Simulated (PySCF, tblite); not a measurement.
# C6H12BNO: geometry, infrared bands and NMR shifts

Wanted: the infrared bands and NMR shifts of C6H12BNO (`C=CCOC[BH2-][N+]#CC`), by calculation.

The runs use tblite 0.8.0 and PySCF 2.14.0, with density-fitted response routines of our own; the level of theory stands in each step. All values are computed, except where a source is named. Atoms are numbered from 0 throughout.

### Step 1. The starting structure

21 atoms, charge 0, multiplicity 1; geometry from: force field or distance geometry start.

Bonds of the start (Å): C0–C1 1.32, C1–C2 1.52, C2–O3 1.38, O3–C4 1.37, C4–B5 1.57, B5–N6 1.51, N6–C7 1.17, C7–C8 1.46, C0–H9 1.11, C0–H10 1.08, C1–H11 1.09, C2–H12 1.10, C2–H13 1.10, C4–H14 1.13, C4–H15 1.11, B5–H16 1.20, B5–H17 1.17, C8–H18 1.11, C8–H19 1.13, C8–H20 1.13.

### Step 2. Optimising the geometry with GFN2-xTB

The job: settings as JSON, then the geometry in Å.

```
{"job": {"kind": "relax", "xc": "GFN2-xTB", "basis": "xTB"}, "charge": 0, "multiplicity": 1}
C     -3.254700     1.166700    -0.404500
C     -3.164800     0.136800     0.414200
C     -1.996900    -0.834500     0.301900
O     -1.239600    -0.373500    -0.755100
C     -0.122600    -1.110900    -1.040900
B      0.948100    -1.246400     0.096000
N      2.023400    -0.190700    -0.021300
C      2.841500     0.634500    -0.109000
C      3.863000     1.667200    -0.254400
H     -4.130400     1.831300    -0.254800
H     -2.542100     1.369200    -1.194900
H     -3.875800    -0.079500     1.211500
H     -2.395400    -1.857100     0.174800
H     -1.425500    -0.688500     1.233800
H      0.388200    -0.592200    -1.903800
H     -0.352900    -2.131300    -1.425200
H      1.490600    -2.307500    -0.040100
H      0.537500    -1.227000     1.196400
H      3.931200     2.325200     0.633100
H      4.852600     1.193800    -0.505400
H      3.615800     2.331400    -1.134600
```

Launch:

```sh
$ OMP_NUM_THREADS=1 python probes_run.py task.json out
```

One launch serves the whole session: the jobs run in the order shown.

**Question.** This job is followed by: GFN2-xTB harmonic vibrations, gas phase; GIAO PBE0/pcSseg-1 NMR shielding, non-relativistic, gas phase. Predict these results of the whole session: strongest single infrared mode (GFN2-xTB); zero-point energy (GFN2-xTB); 13C shifts against TMS (PBE0/pcSseg-1); 1H shifts against TMS (PBE0/pcSseg-1, means over atoms taken as alike); 17O shifts against H2O (PBE0/pcSseg-1); 11B shifts against BF3·OEt2 (PBE0/pcSseg-1); 15N shifts against NH3 (PBE0/pcSseg-1).

The runs gave:

| quantity | value |
| --- | --- |
| strongest single infrared mode (GFN2-xTB) | 2487 cm⁻¹, 197 km/mol |
| zero-point energy (GFN2-xTB) | 105.4 kcal/mol |
| 13C shifts against TMS (PBE0/pcSseg-1) | 148.1, 123.2, 116.3, 71.4, 69.0, 3.2 ppm |
| 1H shifts against TMS (PBE0/pcSseg-1, means over atoms taken as alike) | 6.35, 5.84, 5.39, 4.08, 3.53, 2.46, 2.02 ppm |
| 17O shifts against H2O (PBE0/pcSseg-1) | 18.5 ppm |
| 11B shifts against BF3·OEt2 (PBE0/pcSseg-1) | -34.8 ppm |
| 15N shifts against NH3 (PBE0/pcSseg-1) | 227.7 ppm |

What this shows: Relaxing lowered the energy by 0.688 eV in 180 steps; the close pair that moved most is C4–B5, from 1.568 to 1.666 Å. The lowest mode is imaginary (51i cm⁻¹), so the xTB geometry is not a minimum. The strongest single mode, at 2487 cm⁻¹, moves mainly H16. Unscaled tight-binding wavenumbers are off by several per cent, some by more. Its intensities can rank the bands wrongly. C1 (alkene CH) lies farthest downfield among carbon, at 148.1 ppm; as expected for a trigonal carbon in a double bond. H11 (hydrogen on an alkene CH) lies farthest downfield among hydrogen, at 6.35 ppm; attached to an sp2 carbon and in the plane of the double bond. At PBE0/pcSseg-1: The largest span, 437 ppm, is at N6, where the paramagnetic term is -295 ppm.
